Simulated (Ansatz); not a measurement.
**C12H10S2: structure and electronic state**

Aim: characterise C12H10S2 as a singlet: its structure, frontier levels and distribution of charge.

Computed with Ansatz 0.2.0, Gaussian basis. Level: RKS PBE0-D4/def2-TZVP.

The runs, in order: relaxation at r2SCAN-D4/def2-SVP; a single point at PBE0-D4/def2-TZVP.

5 further runs of the same task are left out: 5 that didn't finish.

## (1) The system as given

SMILES `[H]/C=C/c1ccc(/C=C/c2cccs2)s1`, 24 atoms, charge 0, spin multiplicity 1.

Atoms are counted from 1 here; the program's logs count them from 0.

Bond lengths: H1–C2 1.076 Å, C2–C3 1.332 Å, C2–H16 1.076 Å, C3–C4 1.437 Å, C3–H17 1.083 Å, C4–C5 1.376 Å, C4–S15 1.738 Å, C5–C6 1.396 Å, C5–H18 1.075 Å, C6–C7 1.379 Å, C6–H19 1.075 Å, C7–C8 1.426 Å, C7–S15 1.740 Å, C8–C9 1.349 Å, C8–H20 1.083 Å, C9–C10 1.425 Å, C9–H21 1.082 Å, C10–C11 1.374 Å and more. Angles: H1–C2–C3 121.1°, H1–C2–H16 116.6°, C3–C2–H16 122.2°, C2–C3–C4 125.4°, C2–C3–H17 119.6°, C4–C3–H17 114.9°, C3–C4–C5 130.1°, C3–C4–S15 119.5°, C5–C4–S15 110.4°, C4–C5–C6 113.7°, C4–C5–H18 123.0°, C6–C5–H18 123.3°, C5–C6–C7 113.7°, C5–C6–H19 123.3°, C7–C6–H19 123.0°, C6–C7–C8 130.2°, C6–C7–S15 110.2°, C8–C7–S15 119.6° and more.

The start is a GFN2-xTB geometry.

## (2) Optimising with r2SCAN-D4/def2-SVP

Contents of in.yaml:

```yaml
crystal:
  periodic: [false, false, false]
  atoms:
    - {symbol: H, position_ang: [-6.701140, -0.277330, 0.432480]}
    - {symbol: C, position_ang: [-5.716760, -0.052390, 0.061440]}
    - {symbol: C, position_ang: [-4.626860, -0.449800, 0.715490]}
    - {symbol: C, position_ang: [-3.272040, -0.197770, 0.308030]}
    - {symbol: C, position_ang: [-2.787130, 0.478050, -0.788200]}
    - {symbol: C, position_ang: [-1.392670, 0.519580, -0.850320]}
    - {symbol: C, position_ang: [-0.772560, -0.125690, 0.199000]}
    - {symbol: C, position_ang: [0.614000, -0.297760, 0.482610]}
    - {symbol: C, position_ang: [1.622260, 0.173860, -0.279210]}
    - {symbol: C, position_ang: [3.008670, 0.005150, 0.004060]}
    - {symbol: C, position_ang: [4.060740, 0.465760, -0.750830]}
    - {symbol: C, position_ang: [5.318460, 0.142050, -0.214190]}
    - {symbol: C, position_ang: [5.225460, -0.560320, 0.946280]}
    - {symbol: S, position_ang: [3.595510, -0.844970, 1.408870]}
    - {symbol: S, position_ang: [-1.960530, -0.794010, 1.280010]}
    - {symbol: H, position_ang: [-5.663470, 0.506300, -0.856930]}
    - {symbol: H, position_ang: [-4.729470, -1.011130, 1.635410]}
    - {symbol: H, position_ang: [-3.424080, 0.932680, -1.525190]}
    - {symbol: H, position_ang: [-0.850610, 1.006880, -1.640500]}
    - {symbol: H, position_ang: [0.852030, -0.849630, 1.383510]}
    - {symbol: H, position_ang: [1.407030, 0.726850, -1.183710]}
    - {symbol: H, position_ang: [3.923300, 1.017630, -1.663420]}
    - {symbol: H, position_ang: [6.252390, 0.420670, -0.668820]}
    - {symbol: H, position_ang: [6.017450, -0.934670, 1.564140]}
basis:
  gaussian: {orbitals: def2-SVP}
hamiltonian: {xc: r2scan, dispersion: d4}
scf: {lower_state_search: "off"}
output: {orbitals: {seedname: orbitals}}
relax: {f_tol: 0.03, max_steps: 70}
```

Started as:

```sh
ansatz run in.yaml --threads 4 --pin off --events-out ev --progress --plain --max-ram 6963MiB
```

Further steps of the session: Single point, PBE0-D4/def2-TZVP.

**Question.** What will the summary of the whole plan be? Wanted: point group; commonest bond, hydrogen aside; HOMO, LUMO at PBE0-D4/def2-TZVP; dipole at r2SCAN-D4/def2-SVP.

**Answer**, as computed:

| quantity | value |
| --- | --- |
| point group | Cs |
| commonest bond, hydrogen aside | C–C, 11 of mean length 1.401 Å |
| HOMO, LUMO at PBE0-D4/def2-TZVP | -5.47, -2.03 eV |
| dipole at r2SCAN-D4/def2-SVP | 1.14 D |

The molecule keeps its bonding pattern by the stored test; the atoms moved 0.05 Å (rms). No usable vibrations, so a minimum isn't proven. The point group is read from a loosely relaxed geometry; soft torsions can leave it below the true symmetry.
